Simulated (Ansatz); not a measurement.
# H12CO8: the cost of one run

All numbers below are computed with Ansatz 0.2.0 (DFT PBE, plane waves, PAW, scalar-relativistic, no spin polarisation).

## 1. The system as given

The cell holds 21 atoms (CH12O8): a = 6.050 Å, b = 6.050 Å, c = 6.050 Å, α = 90.00°, β = 90.00°, γ = 90.00°.

Structure file:

```xyz
21
Lattice="6.0496 0.0000 0.0000 0.0000 6.0496 0.0000 0.0000 0.0000 6.0496" Properties=species:S:1:pos:R:3 pbc="T T T"
O     2.2325    1.8304    0.9313
H     3.0665    1.4943    0.5713
H     2.5054    2.5405    1.5308
O     5.8223    5.3101    3.9976
H     5.5420    5.8943    4.7175
H     6.4387    5.8516    3.4829
O     1.6795    5.0952    1.7612
H     1.7642    5.4036    0.8469
H     1.9117    4.1561    1.7142
O     5.1965    3.3650    1.8894
H     4.2448    3.4382    2.0539
H     5.4821    4.2806    1.7547
O     3.8264    3.3885    5.2858
H     3.7674    3.9837    4.5240
H     4.0646    2.5337    4.8974
O     2.1533    1.3049    3.5693
H     1.7865    0.6267    4.1554
H     2.6255    0.7987    2.8919
C     0.2981    1.7711    4.9694
O     0.3325    1.4739    6.1094
O     0.2636    2.0683    3.8293
```

## 2. Preparing the start

The input, input.yaml:

```yaml
accuracy: low
crystal:
  lattice:
    - [6.049589, 0.0, 0.0]
    - [0.0, 6.049589, 0.0]
    - [0.0, 0.0, 6.049589]
  atoms:
    - { symbol: O, position: [0.3690349, 0.3025717, 0.1539442] }
    - { symbol: H, position: [0.5068918, 0.2470055, 0.0944358] }
    - { symbol: H, position: [0.4141425, 0.4199492, 0.2530462] }
    - { symbol: O, position: [0.9624217, 0.877768, 0.6608065] }
    - { symbol: H, position: [0.9161019, 0.9743357, 0.7798129] }
    - { symbol: H, position: [1.0643193, 0.9672765, 0.5757273] }
    - { symbol: O, position: [0.2776246, 0.8422444, 0.2911252] }
    - { symbol: H, position: [0.291622, 0.8932149, 0.1399979] }
    - { symbol: H, position: [0.3160014, 0.687002, 0.2833544] }
    - { symbol: O, position: [0.8589881, 0.5562303, 0.3123234] }
    - { symbol: H, position: [0.7016738, 0.568331, 0.3395111] }
    - { symbol: H, position: [0.9062005, 0.7075852, 0.290051] }
    - { symbol: O, position: [0.6325135, 0.5601182, 0.8737453] }
    - { symbol: H, position: [0.6227598, 0.6585067, 0.747817] }
    - { symbol: H, position: [0.6718734, 0.4188274, 0.8095495] }
    - { symbol: O, position: [0.3559407, 0.2157001, 0.5899994] }
    - { symbol: H, position: [0.29531, 0.1035915, 0.686896] }
    - { symbol: H, position: [0.4339969, 0.1320196, 0.4780253] }
    - { symbol: C, position: [0.0492695, 0.2927632, 0.8214409] }
    - { symbol: O, position: [0.0549619, 0.2436314, 1.009891] }
    - { symbol: O, position: [0.043577, 0.341895, 0.6329907] }
basis:
  ecutwfc: 420.0
kpoints:
  mp_grid: { grid: [1, 1, 1] }
hamiltonian:
  xc: pbe
scf:
  occupations: { method: fermi_dirac, width: 0.05 }
  lower_state_search: "off"
relax:
  f_tol: 0.3
  max_steps: 15
  adjacent_minimum: "off"
```

Started as:

```
$ ansatz run input.yaml --threads 1 --pin off --max-ram 3072MiB --backend cpu --events-out ev --progress --plain --runs-dir out
```

What time and memory should one allow on 1 thread of Intel Xeon Platinum 8488C (Sapphire Rapids), shared host?

About 27 s, with a peak of 0.39 GiB.
